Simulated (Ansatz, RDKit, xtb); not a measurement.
**Isomers of C4H5BO, a sample narrowed down**

A sample of isomers of C4H5BO is drawn. Aim: find which of them has the lowest free energy at 298.15 K, then its properties. The sample is small against all isomers, and the most stable one of this formula need not be in it.

The funnel: GFN2-xTB relaxations, single points with a density functional, relaxations at B3LYP-D3(BJ)/def2-SVP, harmonic vibrations, and a last energy at a higher level. All values are calculated.

### Step 1. Candidates

Isomers were taken from a list of plausible structures; this is a sample, not all of them. That gives 3 candidates.

```csv
label,SMILES,spin
c402,OC1=CBC=C1,singlet
c622,OC1=CC=CB1,singlet
c637,OB1C=CC=C1,singlet
```

Candidates are built by distance geometry, with a force field where one applies, in up to four conformers (letters a to d).

Q: Predict the outcome of this search (final energies at CCSD(T)/def2-SVP + MP2/def2-TZVPP - MP2/def2-SVP).

| quantity | value |
| --- | --- |
| lowest structure found | OB1C=CC=C1, singlet, Cs |
| next finalist | OB1C=CC=C1, triplet, 33.7 kcal/mol higher in G |
| share at equilibrium, among the finalists | 100.0 % |
| harmonic wavenumbers, lowest and highest (B3LYP-D3(BJ)/def2-SVP) | 153 and 3838 cm⁻¹ |
| rotational constants, same geometry | 0.2503, 0.1149, 0.07875 cm⁻¹ |

The search ends on `OB1C=CC=C1`. The margin of 33.7 kcal/mol over the next finalist is beyond the usual error of the last level; it says nothing of structures that weren't ranked. r2SCAN-D4/def2-SVP, B3LYP-D3(BJ)/def2-SVP, HF/def2-SVP and MP2/def2-SVP already put its bonding pattern lowest among the structures in one piece. Lowest found is not proven lowest: the search is finite, and each finalist counts with one conformer. Only 3 drawn patterns were tried, so whole families of isomers are missing, and the result ranks this sample alone. The lowest isomer need not be the one that is made and kept in a bottle, which depends on barriers.
